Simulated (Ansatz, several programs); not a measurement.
Ca2SeO as one 4-atom ordering (P4/mmm) on the rocksalt lattice, relaxed with r2SCAN in Ansatz (plane waves, PAW): it is tetragonal, P4/mmm (No. 123); a = 3.883 Å, c = 5.494 Å in the conventional setting, 20.71 Å³ an atom. Around O lie 6 Ca at 2.75 Å; around Ca lie 4 Se at 2.75 Å and 2 O at 2.75 Å; around Se lie 6 Ca at 2.75 Å; around Ca lie 4 O at 2.75 Å and 2 Se at 2.75 Å. The cell was then scaled with its shape and fractional coordinates held, which makes it stiffer than a relaxed compression. Values at 0 K without nuclear motion; spin polarisation is off, and the phase may be a hypothetical one.

```csv
V (Å³/atom),E (meV/atom)
19.467,16.96
20.088,3.96
20.709,0.00
21.952,14.20
```

**Question.** Pass a cubic E = c₀ + c₁u + c₂u² + c₃u³, with u = V − 20.554 Å³, through these points.

**Answer.** c₀ = 0.21, c₁ = -2.964, c₂ = 10.499, c₃ = -0.8736 (meV and Å³).

**Question.** Where is the minimum, and what bulk modulus follows?

**Answer.** dE/du = 0 at u = +0.144, so V₀ = 20.70 Å³. B = V₀ d²E/dV² = 20.70 × (2c₂ + 6c₃u) = 20.70 × 20.245 = 419 meV/Å³, and 1 meV/Å³ is 0.16022 GPa: 67 GPa. A third-order Birch-Murnaghan fit to all five points gives 20.70 Å³ and 67 GPa.

**Question.** Predict the energy and the pressure at the withheld volume, 21.331 Å³.

**Answer.** With u = +0.777: E ≈ 3.84 meV and P = −dE/dV ≈ -1.89 GPa. The run gives 3.78 meV and, from its stress, -1.87 GPa.
